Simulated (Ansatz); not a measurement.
# C₂H₂AlF: ionisation energy by level of theory, part 2 of 2

Ansatz 0.2.0, Gaussian basis; unrestricted cation, the program's frozen cores in correlated methods.

## (8) Cation, UKS B2PLYP (frozen core)/def2-TZVPP

The input, in.yaml:

```yaml
crystal:
  periodic: [false, false, false]
  atoms:
    - {symbol: F, position_ang: [2.376174, 1.687464, 0.936300]}
    - {symbol: C, position_ang: [1.395402, 0.986670, 0.545987]}
    - {symbol: C, position_ang: [0.458807, 0.317876, 0.173344]}
    - {symbol: Al, position_ang: [-1.003756, -0.735932, -0.410571]}
    - {symbol: H, position_ang: [-1.081973, -1.155350, -1.931781]}
    - {symbol: H, position_ang: [-2.102554, -1.164828, 0.640521]}
basis:
  gaussian: {orbitals: def2-TZVPP}
total_charge: 1
magnetization: {spin_polarized: true, initial_magnetization: 1}
hamiltonian: {xc: {name: B2PLYP}}
```

Launch:

```bash
ansatz run in.yaml --threads 2 --pin off --events-out ev --progress --plain --max-ram 4352MiB
```

The program printed:

```text
Functional definition: B2PLYP
  name "B2PLYP"
  cite "Grimme, J. Chem. Phys. 124, 034108 (2006) doi:10.1063/1.2148954"
  cite "Becke, Phys. Rev. A 38, 3098 (1988) doi:10.1103/PhysRevA.38.3098"
  cite "Lee, Yang & Parr, Phys. Rev. B 37, 785 (1988) doi:10.1103/PhysRevB.37.785"
  parameter a = 0.53
  parameter c = 0.27
  exchange = (1 - a)*b88_x + a*exact_x
  correlation = (1 - c)*lyp_c + c*(mp2_os + mp2_ss)
1012 factors; integrals over basis functions are off by at most 1.4e-3 eV
mean field evaluation 1: about -11388.6352 eV, gradient 4.3e1 eV
mean field evaluation 2: about -11388.8151 eV, gradient 4.2e1 eV
mean field evaluation 4: about -11396.3696 eV, gradient 1.1e1 eV
mean field evaluation 8: about -11397.6892 eV, gradient 1.9e0 eV
mean field evaluation 16: about -11397.7880 eV, gradient 3.9e-2 eV
mean field evaluation 32: about -11397.7881 eV, gradient 4.4e-6 eV
mean field evaluation 64: about -11381.4246 eV, gradient 2.9e1 eV
mean field -11397.78805089 eV, -418.8609851719 hartree, gradient 4.4e-6 eV, S^2 0.760718; 6 other end points of the search recorded, 0 dependent functions left out
8 core orbitals not correlated: weight in the atoms' cores, before any rotation towards them, 1.000 or more for the frozen orbitals, at most 0.000 for the correlated occupied ones
reference -11397.78820729 eV, -418.8609909197 hartree; 10, 9 occupied and 145, 146 virtual orbitals, 1012 factors
second order -19.29036825 eV of doubles, -0.00000000 eV of singles
Total energy: -11402.99660672 eV, -419.0523960683 hartree
```

Wall time 15 s (2 threads of Arm Neoverse V1, shared host); peak memory 0.47 GiB.

The neutral molecule at this level: -11413.3774 eV. Difference: 10.381 eV. ⟨S²⟩ = 0.761.

## (9) Cation, UHF-CCSD(T)/def2-TZVPP

Edit in.yaml of step 8 so:

```diff
@@ -13,2 +13,3 @@
 magnetization: {spin_polarized: true, initial_magnetization: 1}
-hamiltonian: {xc: {name: B2PLYP}}
+correlation: {method: ccsd_t}
+scf: {omitted_lower_state_checks: [cluster_reference]}
```

The command is unchanged.

The program printed:

```text
Functional definition: HF
  name "HF"
  cite "Fock, Z. Phys. 61, 126 (1930) doi:10.1007/BF01340294"
  parent pbe
  exchange = exact_x
  correlation = 0
these checks for a lower state are left out or cut short: cluster_reference
1012 factors; integrals over basis functions are off by at most 1.4e-3 eV
mean field evaluation 1: about -11364.5118 eV, gradient 3.3e1 eV
mean field evaluation 2: about -11364.5218 eV, gradient 3.3e1 eV
mean field evaluation 4: about -11370.6276 eV, gradient 3.3e0 eV
mean field evaluation 8: about -11371.1943 eV, gradient 2.0e0 eV
mean field evaluation 16: about -11371.6584 eV, gradient 1.2e-3 eV
mean field evaluation 32: about -11371.6558 eV, gradient 7.0e-2 eV
mean field evaluation 64: about -11371.5235 eV, gradient 2.4e0 eV
mean field -11371.65841601 eV, -417.9007388014 hartree, gradient 3.0e-6 eV, S^2 0.755969; 10 other end points of the search recorded, 0 dependent functions left out
8 core orbitals not correlated: weight in the atoms' cores, before any rotation towards them, 1.000 or more for the frozen orbitals, at most 0.000 for the correlated occupied ones
reference -11371.65841601 eV, -417.9007388014 hartree; 10, 9 occupied and 145, 146 virtual orbitals, 1012 factors
second order -15.30298329 eV of doubles, -0.00000000 eV of singles
cycle   1  -15.57594736 eV  change   -2.7e-1 eV  update   1.1e-1
cycle   2  -16.03795959 eV  change   -4.6e-1 eV  update   4.0e-2
cycle   3  -16.19136551 eV  change   -1.5e-1 eV  update   3.3e-2
cycle   4  -16.19416582 eV  change   -2.8e-3 eV  update   2.0e-2
cycle   5  -16.20096405 eV  change   -6.8e-3 eV  update   1.5e-2
cycle   6  -16.21819859 eV  change   -1.7e-2 eV  update   9.8e-3
cycle   7  -16.22359777 eV  change   -5.4e-3 eV  update   5.9e-3
cycle   8  -16.22393396 eV  change   -3.4e-4 eV  update   2.9e-3
cycle   9  -16.22638980 eV  change   -2.5e-3 eV  update   1.4e-3
cycle  10  -16.22558363 eV  change    8.1e-4 eV  update   5.3e-4
cycle  11  -16.22565748 eV  change   -7.4e-5 eV  update   2.4e-4
cycle  12  -16.22588801 eV  change   -2.3e-4 eV  update   7.9e-5
cycle  13  -16.22588884 eV  change   -8.3e-7 eV  update   3.2e-5
cycle  14  -16.22592107 eV  change   -3.2e-5 eV  update   1.2e-5
cycle  15  -16.22592873 eV  change   -7.7e-6 eV  update   4.7e-6
perturbative correction -0.66410148 eV, -0.0244052791 hartree
Total energy: -11388.54844621 eV, -418.5214359628 hartree
Checks for a lower state left out: cluster_reference
```

It took 1.7 min on 2 threads of Arm Neoverse V1, shared host; peak memory 3 GiB.

The neutral molecule at this level: -11399.1297 eV. Difference: 10.581 eV. ⟨S²⟩ = 0.756. T1 = 0.042 (report).

## (10) Cation, UHF-MP2/def2-QZVPP

Edit in.yaml of step 9 so:

```diff
@@ -10,6 +10,6 @@
 basis:
-  gaussian: {orbitals: def2-TZVPP}
+  gaussian: {orbitals: "def2-QZVPP.json"}
 total_charge: 1
 magnetization: {spin_polarized: true, initial_magnetization: 1}
-correlation: {method: ccsd_t}
+correlation: {method: mp2}
 scf: {omitted_lower_state_checks: [cluster_reference]}
```

Same command.

The program printed:

```text
Functional definition: HF
  name "HF"
  cite "Fock, Z. Phys. 61, 126 (1930) doi:10.1007/BF01340294"
  parent pbe
  exchange = exact_x
  correlation = 0
these checks for a lower state are left out or cut short: cluster_reference
1819 factors; integrals over basis functions are off by at most 8.2e-4 eV
mean field evaluation 1: about -11364.6962 eV, gradient 3.4e1 eV
mean field evaluation 2: about -11364.6995 eV, gradient 3.4e1 eV
mean field evaluation 4: about -11371.0298 eV, gradient 3.3e0 eV
mean field evaluation 8: about -11371.6477 eV, gradient 2.0e0 eV
mean field evaluation 16: about -11372.0607 eV, gradient 2.3e-4 eV
mean field evaluation 32: about -11372.0581 eV, gradient 6.5e-2 eV
mean field evaluation 64: about -11368.9520 eV, gradient 3.1e0 eV
mean field evaluation 96: about -11372.0607 eV, gradient 7.7e-4 eV
mean field -11372.06071296 eV, -417.9155229416 hartree, gradient 3.0e-6 eV, S^2 0.756085; 10 other end points of the search recorded, 0 dependent functions left out
8 core orbitals not correlated: weight in the atoms' cores, before any rotation towards them, 1.000 or more for the frozen orbitals, at most 0.000 for the correlated occupied ones
reference -11372.06071296 eV, -417.9155229416 hartree; 10, 9 occupied and 283, 284 virtual orbitals, 1819 factors
second order -16.54304812 eV of doubles, -0.00000000 eV of singles
Total energy: -11388.60376107 eV, -418.5234687466 hartree
Checks for a lower state left out: cluster_reference
```

It took 57 s on 2 threads of Arm Neoverse V1, shared host; peak memory 0.99 GiB.

Less the neutral's -11399.6047 eV (earlier run), this gives 11.001 eV. ⟨S²⟩ = 0.756.

## (11) The basis-set limit

This step is arithmetic on the last runs, with X = 3 and 4: exp(−7.88√X) for Hartree-Fock, X^−2.97 for correlation; only MP2 was run in the larger set, so CCSD(T) minus MP2 is added from the smaller one.

```
  level  energy at the limit (eV)
     HF               -11372.1161
    MP2               -11389.5777
   CCSD               -11390.5007
CCSD(T)               -11391.1648
```

The neutral's limit, from its own earlier runs, is -11401.8884 eV in the additive form (MP2 limit plus CCSD(T) minus MP2 in triple zeta), in which the cation has -11391.1648 eV.

## (12) Ionisation energies side by side

Differences are taken before rounding.

```
            method  ionisation energy (eV)  from CCSD(T)/CBS (eV)     time
            PBE-D4                    9.75                  -0.97    9.3 s
         r2SCAN-D4                    9.87                  -0.85     17 s
           PBE0-D4                   10.12                  -0.61    7.3 s
          B3LYP-D4                   10.11                  -0.61    7.8 s
           ωB97X-V                   10.41                  -0.31     33 s
           ωB97M-V                   10.36                  -0.36     41 s
            B2PLYP                   10.38                  -0.34     18 s
     HF/def2-TZVPP                    9.41                  -1.31         
    MP2/def2-TZVPP                   10.92                  +0.20         
   CCSD/def2-TZVPP                   10.51                  -0.21         
CCSD(T)/def2-TZVPP                   10.58                  -0.14    2 min
       CCSD(T)/CBS                   10.72                      0  3.1 min
```

Among the levels timed on like hardware and quicker than the yardstick, those that no quicker one beats, quickest first: PBE0-D4 (7.3 s, -0.61 eV); B2PLYP (18 s, -0.34 eV); ωB97X-V (33 s, -0.31 eV); CCSD(T)/def2-TZVPP (2 min, -0.14 eV).

Times add the cation's run and the neutral's; HF, MP2 and CCSD come out of the CCSD(T) runs.

Orbital estimates, from the neutral's runs:

```
  functional  −ε(HOMO) (eV)  by energy difference (eV)
 LDA (SPW92)           6.83                           
      PBE-D4           6.69                       9.75
   revPBE-D4           6.63                           
     BLYP-D4           6.55                           
   r2SCAN-D4           6.95                       9.87
      B97M-V           6.99                           
     PBE0-D4           7.95                      10.12
    B3LYP-D4           7.73                      10.11
  r2SCANh-D4           7.42                           
  r2SCAN0-D4           8.13                           
    HSE06-D4           7.55                           
    BHLYP-D4           9.10                           
CAM-B3LYP-D4           9.32                           
     LC-ωPBE          10.70                           
     ωB97X-V          10.31                      10.41
     ωB97M-V          10.16                      10.36
```

## (13) Results

The summary covers parts 1 to 2.

| quantity | value |
| --- | --- |
| ionisation energy, CCSD(T)/CBS | 10.72 eV |
| nearest functional by difference | ωB97X-V (-0.31 eV) |
| nearest −ε(HOMO) | LC-ωPBE (-0.02 eV) |
| −ε(HOMO) of PBE | 6.69 eV |
| T1 of the cation | 0.042 |

**Reading.** By cation minus neutral, the functionals miss by 0.97 eV at most. −ε(HOMO) of PBE misses by 4.0 eV, since self-interaction lifts the level. Among orbital estimates LC-ωPBE comes nearest. Hartree-Fock falls 1.31 eV short, as the neutral has more correlation energy than the cation. The cation's T1 (from the report) is 0.042, near the customary mark of 0.045 for open shells, so the coupled-cluster value is less safe. The cation may have settled in a state other than its lowest; no search over hole states beyond the program's own was made.

For cost: CCSD(T)/def2-TZVPP gets within 0.14 eV in 2 min, where CCSD(T)/CBS took 3.1 min; the quickest level in the cost chart, PBE0-D4, takes 7.3 s and misses by 0.61 eV.
